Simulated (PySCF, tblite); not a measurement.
# C₇H₁₁ radical: geometry, infrared bands and EPR parameters

What infrared bands and EPR parameters should C₇H₁₁ radical (`CC1=CC[CH][C@H]1C`) show?

Computed with tblite 0.8.0 and PySCF 2.14.0, with density-fitted response routines of our own, on a single molecule in the gas phase. Atoms count from 0, in the outputs and in this text.

## Step 1: The molecule as given

18 atoms, charge 0, multiplicity 2; geometry from: force field or distance geometry start.

Bonds of the start (Å): C0–C1 1.51, C1–C2 1.33, C2–C3 1.52, C3–C4 1.53, C4–C5 1.51, C5–C6 1.51, C5–C1 1.47, C0–H7 1.11, C0–H8 1.09, C0–H9 1.10, C2–H10 1.09, C3–H11 1.10, C3–H12 1.11, C4–H13 1.09, C5–H14 1.11, C6–H15 1.12, C6–H16 1.11, C6–H17 1.10.

## Step 2: Geometry optimisation with GFN2-xTB

What the job is given:

```
{"job": {"kind": "relax", "xc": "GFN2-xTB", "basis": "xTB"}, "charge": 0, "multiplicity": 2}
C      1.910600    -0.682300     0.118500
C      0.423800    -0.528100    -0.101900
C     -0.389900    -1.573400    -0.019800
C     -1.790500    -1.040800    -0.295600
C     -1.677600     0.423500     0.133200
C     -0.296100     0.724200    -0.397400
C      0.320400     1.952000     0.236300
H      2.268000    -0.120000     1.009600
H      2.436400    -0.341500    -0.778300
H      2.153300    -1.741300     0.267800
H     -0.146500    -2.619000     0.183300
H     -2.004800    -1.024200    -1.374400
H     -2.565500    -1.588300     0.281600
H     -1.740100     0.549600     1.219000
H     -0.311600     0.824700    -1.501900
H      0.327500     2.726400    -0.567900
H     -0.295300     2.308700     1.089100
H      1.369100     1.756100     0.487200
```

Started as:

```console
OMP_NUM_THREADS=1 python probes_run.py task.json out
```

The driver reads the jobs from task.json and runs them one after another.

Output:

```text
step      E/eV     max force
  0    -557.12795    2.642
  1    -557.34278    1.250
  2    -557.42604    0.716
  3    -557.47105    0.545
  4    -557.50295    0.425
  5    -557.52176    0.428
  6    -557.53722    0.354
  7    -557.55405    0.287
  8    -557.56401    0.291
  9    -557.57221    0.282
 10    -557.58135    0.287
 11    -557.59277    0.346
 12    -557.60672    0.299
 13    -557.62243    0.320
 14    -557.63950    0.350
 15    -557.65949    0.456
 16    -557.68217    0.463
 17    -557.70294    0.405
 18    -557.71930    0.312
 19    -557.73517    0.320
 20    -557.75339    0.443
 21    -557.75868    0.881
 22    -557.76919    1.087
 23    -557.79289    0.286
 24    -557.80307    0.218
 25    -557.83366    0.521
 26    -557.84401    0.234
 27    -557.85612    0.253
 28    -557.87082    0.262
 29    -557.89121    0.339
 30    -557.91296    0.449
 31    -557.91820    0.949
 32    -557.95006    0.301
 33    -557.96723    0.250
 34    -557.98865    0.255
 35    -558.00229    0.309
 36    -558.01565    0.264
 37    -558.02535    0.204
 38    -558.03170    0.220
 39    -558.03603    0.210
 40    -558.04054    0.147
 41    -558.04568    0.169
 42    -558.04937    0.190
 43    -558.05397    0.162
 44    -558.05691    0.160
 45    -558.05935    0.159
 46    -558.06198    0.156
 47    -558.06556    0.190
 48    -558.06961    0.135
 49    -558.07278    0.147
 50    -558.07481    0.153
 51    -558.07631    0.134
 52    -558.07792    0.098
 53    -558.07927    0.076
 54    -558.08005    0.070
 55    -558.08073    0.059
 56    -558.08135    0.063
 57    -558.08184    0.050
 58    -558.08219    0.055
 59    -558.08247    0.044
 60    -558.08272    0.036
 61    -558.08295    0.037
 62    -558.08315    0.038
 63    -558.08333    0.036
 64    -558.08353    0.031
 65    -558.08376    0.035
 66    -558.08400    0.043
 67    -558.08420    0.038
 68    -558.08438    0.033
 69    -558.08456    0.030
 70    -558.08474    0.023
 71    -558.08487    0.033
 72    -558.08497    0.030
 73    -558.08505    0.022
 74    -558.08513    0.025
 75    -558.08519    0.021
 76    -558.08523    0.016
 77    -558.08526    0.013
 78    -558.08531    0.014
 79    -558.08537    0.017
 80    -558.08544    0.023
 81    -558.08552    0.022
 82    -558.08562    0.023
 83    -558.08574    0.025
 84    -558.08589    0.025
 85    -558.08607    0.023
 86    -558.08625    0.031
 87    -558.08641    0.037
 88    -558.08653    0.033
 89    -558.08663    0.024
 90    -558.08670    0.016
 91    -558.08676    0.016
 92    -558.08681    0.015
 93    -558.08686    0.014
 94    -558.08691    0.014
 95    -558.08695    0.016
 96    -558.08700    0.020
 97    -558.08706    0.024
 98    -558.08712    0.024
 99    -558.08717    0.022
100    -558.08723    0.018
101    -558.08732    0.019
102    -558.08742    0.020
103    -558.08750    0.016
104    -558.08754    0.012
105    -558.08757    0.010
```

It took 0.47 s on 1 thread of Arm Neoverse V2, shared host.

Step by step: (not every step is listed)

```
step  energy from step 0 (eV)  largest force (eV/Å)
   0                   0.0000                2.6424
   1                  -0.2148                1.2500
   2                  -0.2981                0.7163
   3                  -0.3431                0.5445
   4                  -0.3750                0.4248
   5                  -0.3938                0.4275
   6                  -0.4093                0.3540
   7                  -0.4261                0.2873
   8                  -0.4361                0.2910
  17                  -0.5750                0.4047
  26                  -0.7161                0.2341
  35                  -0.8743                0.3089
  44                  -0.9290                0.1595
  53                  -0.9513                0.0758
  62                  -0.9552                0.0375
  71                  -0.9569                0.0333
  80                  -0.9575                0.0230
  89                  -0.9587                0.0238
  98                  -0.9592                0.0240
 100                  -0.9593                0.0182
 101                  -0.9594                0.0193
 102                  -0.9595                0.0200
 103                  -0.9595                0.0163
 104                  -0.9596                0.0121
 105                  -0.9596                0.0099
```

Distances of close pairs at the start and the end, largest changes first:

```
  bond  before (Å)  after (Å)  change (Å)
 C3–C4       1.530      1.480      -0.050
 C1–C5       1.474      1.512      +0.038
C6–H15       1.116      1.087      -0.029
 C5–C6       1.513      1.541      +0.028
 C4–C5       1.510      1.484      -0.027
 C2–C3       1.524      1.499      -0.025
C6–H16       1.111      1.088      -0.023
 C0–H7       1.113      1.090      -0.023
```

The next job starts from the end point, and lists it.

## Step 3: Harmonic vibrations with GFN2-xTB

What the job is given:

```
{"job": {"kind": "ir", "xc": "GFN2-xTB", "basis": "xTB"}, "charge": 0, "multiplicity": 2}
C      1.996680    -0.749890    -0.068602
C      0.515504    -0.600309    -0.124887
C     -0.399479    -1.535402     0.096843
C     -1.797074    -1.015290    -0.052026
C     -1.573789     0.400964    -0.419390
C     -0.127143     0.727114    -0.459602
C      0.268836     1.847725     0.521260
H      2.405485    -0.175514     0.762786
H      2.451379    -0.378735    -0.986820
H      2.272241    -1.793262     0.064483
H     -0.203916    -2.563405     0.351037
H     -2.357952    -1.569558    -0.818706
H     -2.374731    -1.129453     0.877445
H     -2.356066     1.118287    -0.572389
H      0.185639     1.059890    -1.463809
H     -0.300701     2.748707     0.305647
H      0.057834     1.538986     1.542450
H      1.328494     2.075459     0.432621
```

Output:

```text
mode    cm-1     km/mol
  1     104.5      1.18
  2     132.2      1.62
  3     202.5      0.29
  4     242.6      5.82
  5     247.4      1.94
  6     301.1      8.04
  7     331.1      2.30
  8     393.4      6.87
  9     533.6      1.48
 10     604.7      0.26
 11     718.1      0.22
 12     785.2      7.07
 13     819.6      5.27
 14     896.7      0.15
 15     946.1      1.41
 16     984.8      0.06
 17    1006.3      8.97
 18    1018.6      9.43
 19    1036.7      7.31
 20    1044.8      0.09
 21    1060.7      0.62
 22    1077.9      1.42
 23    1091.8      1.65
 24    1185.8     11.10
 25    1219.3      1.75
 26    1250.5      0.85
 27    1276.1      2.71
 28    1295.2      9.66
 29    1318.9      7.58
 30    1391.5      0.58
 31    1400.8      4.19
 32    1440.1      3.56
 33    1479.5      4.05
 34    1483.2      4.98
 35    1499.3      0.50
 36    1500.1      2.32
 37    1722.4      5.46
 38    2799.1     64.59
 39    2813.9     33.65
 40    2872.7     72.19
 41    2995.3     28.51
 42    3009.6     27.60
 43    3028.5     40.64
 44    3033.5     37.36
 45    3037.3     21.22
 46    3040.7     36.78
 47    3109.8     57.21
 48    3149.0     52.45
```

Run time: 0.41 s. Hardware: 1 thread of Arm Neoverse V2, shared host.

The strongest bands and the atoms that carry them (share of the mass-weighted mode):

```
cm⁻¹  km/mol               atoms
2799    64.6            H14 93 %
2814    33.6  H12 51 %, H11 40 %
2873    72.2  H11 53 %, H12 42 %
3028    40.6            H17 83 %
3034    37.4  H15 60 %, H16 26 %
3041    36.8             H9 91 %
3110    57.2            H10 92 %
3149    52.5            H13 92 %
```

## Step 4: g tensor and hyperfine couplings: B3LYP/pcH-1

Same as in step 3 but for these lines:

```diff
@@ -1,2 +1,2 @@
-{"job": {"kind": "ir", "xc": "GFN2-xTB", "basis": "xTB"}, "charge": 0, "multiplicity": 2}
+{"job": {"kind": "epr", "basis": "pcH-1"}, "charge": 0, "multiplicity": 2}
 C      1.996680    -0.749890    -0.068602
```

With the program's defaults for keys left out, this is: UKS B3LYP, pcH-1 on C H, non-relativistic, mean-field spin-orbit, GIAO.

Output:

```text
UKS, coarse grid
  cycle   1  E = -273.25386436  |g| = 3.50e-01
  cycle   2  E = -273.23365963  |g| = 4.08e-01
  cycle   3  E = -273.32204815  |g| = 3.41e-02
  cycle   4  E = -273.32229643  |g| = 2.81e-02
  cycle   5  E = -273.32264441  |g| = 8.75e-03
  cycle   6  E = -273.32267990  |g| = 3.51e-03
  cycle   7  E = -273.32268685  |g| = 9.90e-04
UKS, final grid
  cycle   1  E = -273.32273181  |g| = 1.24e-03
  cycle   2  E = -273.32273056  |g| = 2.03e-03
  cycle   3  E = -273.32273257  |g| = 2.71e-04
  cycle   4  E = -273.32273260  |g| = 6.03e-05
  cycle   5  E = -273.32273261  |g| = 2.90e-05
E = -273.32273261 Eh   <S^2> = 0.7540 (exact 0.7500)
g shifts (ppm)      1          2          3
  rmc          -140       -140       -140
  gc              5         26         28
  oz_so         -24        512        674
  total        -158        398        563
hyperfine (MHz)  atom isotope    a_iso     a_fc   dipolar eigenvalues
    0   13C      -0.40      -0.40     -0.29     -0.17      0.47
    1   13C       0.12       0.12     -1.33     -0.88      2.21
    2   13C       0.52       0.52     -1.08     -0.98      2.05
    3   13C     -34.29     -34.29     -2.21      0.32      1.89
    4   13C      89.99      89.99    -81.06    -80.88    161.94
    5   13C     -33.02     -33.02     -1.98      0.09      1.89
    6   13C      68.34      68.34     -4.22     -4.07      8.29
    7    1H      -0.15      -0.15     -0.97     -0.92      1.88
    8    1H       0.09       0.09     -1.05     -0.94      1.99
    9    1H      -0.08      -0.08     -0.77     -0.74      1.51
   10    1H      -1.69      -1.69     -1.66     -1.63      3.29
   11    1H     112.74     112.74     -5.02     -3.85      8.87
   12    1H     111.02     111.02     -4.89     -3.76      8.65
   13    1H     -62.86     -62.86    -38.76     -0.04     38.80
   14    1H     106.66     106.66     -5.17     -3.93      9.10
   15    1H      -2.45      -2.45     -4.22     -2.52      6.75
   16    1H      -3.55      -3.55     -5.00     -2.04      7.05
   17    1H       9.86       9.86     -2.95     -1.74      4.69
```

It took 60 s on 1 thread of Arm Neoverse V2, shared host; peak memory 1 GiB.

Principal g values 2.00216, 2.00272, 2.00288; g(iso) = 2.00259, against 2.00232 for a free electron.

Mean a(iso) over the nuclei that a row names, and the largest dipolar term of the row (other rows stand at the frozen geometry):

```
       nuclei  isotope  a(iso) (MHz)  a(iso) (G, at g = 2.0023)  largest dipolar term (MHz)
          H11       1H         112.7                       40.2                         8.9
          H12       1H         111.0                       39.6                         8.7
          H14       1H         106.7                       38.1                         9.1
           C4      13C          90.0                       32.1                       161.9
           C6      13C          68.3                       24.4                         8.3
          H13       1H         -62.9                      -22.4                        38.8
           C3      13C         -34.3                      -12.2                        -2.2
           C5      13C         -33.0                      -11.8                        -2.0
          H10       1H          -1.7                       -0.6                         3.3
H15, H16, H17       1H           1.3                        0.5                         7.0
           C2      13C           0.5                        0.2                         2.1
           C0      13C          -0.4                       -0.1                         0.5
           C1      13C           0.1                        0.0                         2.2
   H7, H8, H9       1H           0.0                        0.0                         2.0
```

Mulliken spin populations:

C0 0.00; C1 0.00; C2 0.00; C3 -0.09; C4 1.03; C5 -0.07; C6 0.03; H7 0.00; H8 0.00; H9 0.00; H10 0.00; H11 0.05; H12 0.05; H13 -0.04; H14 0.04; H15 0.00; H16 0.00; H17 0.01

In first order the couplings over 0.8 MHz of 1H give 112 distinct lines over 142.3 G, if the averaged nuclei exchange fast.

Orbitals, density, ELF and potential are computed afterwards from the orbital file.

ELF in a plane through or near 8 of the atoms.

Values, 10 rows by 14 columns:
```
0.00 0.00 0.00 0.00 0.00 0.00 0.00 0.00 0.00 0.00 0.00 0.00 0.00 0.00
0.00 0.00 0.00 0.00 0.00 0.00 0.00 0.00 0.01 0.00 0.00 0.00 0.00 0.00
0.00 0.00 0.00 0.45 0.99 0.80 0.01 0.86 0.97 0.24 0.00 0.00 0.00 0.00
0.00 0.00 0.02 0.35 0.98 0.88 0.04 0.64 0.86 0.18 0.13 0.12 0.01 0.00
0.00 0.00 0.09 0.70 0.77 0.79 0.22 0.87 0.75 0.23 0.64 0.28 0.03 0.00
0.00 0.00 0.03 0.21 0.18 0.04 0.58 0.58 0.50 0.86 0.37 0.04 0.00 0.00
0.00 0.00 0.00 0.42 0.99 0.91 0.45 0.64 0.44 0.86 0.84 0.07 0.00 0.00
0.00 0.00 0.00 0.32 0.87 0.53 0.99 0.98 0.03 0.14 0.42 0.02 0.00 0.00
0.00 0.00 0.00 0.00 0.01 0.19 0.97 0.97 0.05 0.00 0.00 0.00 0.00 0.00
0.00 0.00 0.00 0.00 0.00 0.00 0.00 0.00 0.00 0.00 0.00 0.00 0.00 0.00
```
The map spans 10.5 Å across and 10.7 Å up, centred on the molecule. Atoms in the plane (x, y in Å): C0 (-1.8, 1.2), C1 (-0.4, 0.7), C2 (0.7, 1.4), C3 (2.0, 0.6), C6 (-0.7, -1.8), H9 (-1.9, 2.2), H15 (-0.3, -2.8), H17 (-1.7, -1.8).

log10 of the density (e/Å³) in the same plane.

Ten even steps from '0' (-4.0) to '9' (1.8):
```
0000000000000000000000000000
0000000000000000000000000000
0000000011100111110000000000
0000011222222233332100000000
0000123444433445543221100000
0001224556544556654332210000
0001234667655567665444322000
0002345677666679776665432100
0012345677777777777776542100
0002345666667766667765432100
0001234444556666667654332100
0000123445566666666654321000
0000123456677765566554321000
0000123556777665445543210000
0000013445567765333332110000
0000012334456654322221000000
0000000122344443211000000000
0000000001222222100000000000
0000000000001100000000000000
0000000000000000000000000000
```
The map spans 10.5 Å across and 10.7 Å up, centred on the molecule. Atoms in the plane (x, y in Å): C0 (-1.8, 1.2), C1 (-0.4, 0.7), C2 (0.7, 1.4), C3 (2.0, 0.6), C6 (-0.7, -1.8), H9 (-1.9, 2.2), H15 (-0.3, -2.8), H17 (-1.7, -1.8).

On the surface of density 0.002 e/bohr³ the electrostatic potential runs, from the 1st to the 99th percentile, from -0.65 V near C2 to 0.61 V near H10.

The spin density lies nearest to C4 64 %; H13 10 %.

## Step 5: What came out

| quantity | value |
| --- | --- |
| strongest single infrared mode (GFN2-xTB) | 2873 cm⁻¹, 72 km/mol |
| zero-point energy (GFN2-xTB) | 97.1 kcal/mol |
| g(iso) (B3LYP) | 2.00259 |
| ⟨S²⟩ | 0.754 (exact 0.75) |
| largest a(iso) (averaged by class) | 1H on H11, 112.7 MHz |
| surface potential, 1st and 99th percentile | -0.65 V and 0.61 V |

In words: Relaxing lowered the energy by 0.960 eV in 105 steps; the close pair that moved most is C3–C4, from 1.530 to 1.480 Å. All 48 modes are real, so the xTB geometry is a minimum. The strongest single mode, at 2873 cm⁻¹, moves mainly H11 and H12. Unscaled tight-binding wavenumbers are off by several per cent, some by more. Its intensities can rank the bands wrongly. Most of the unpaired spin sits on C4 (1.03 e). The isotropic g lies 0.3 ppt above the free-electron value.
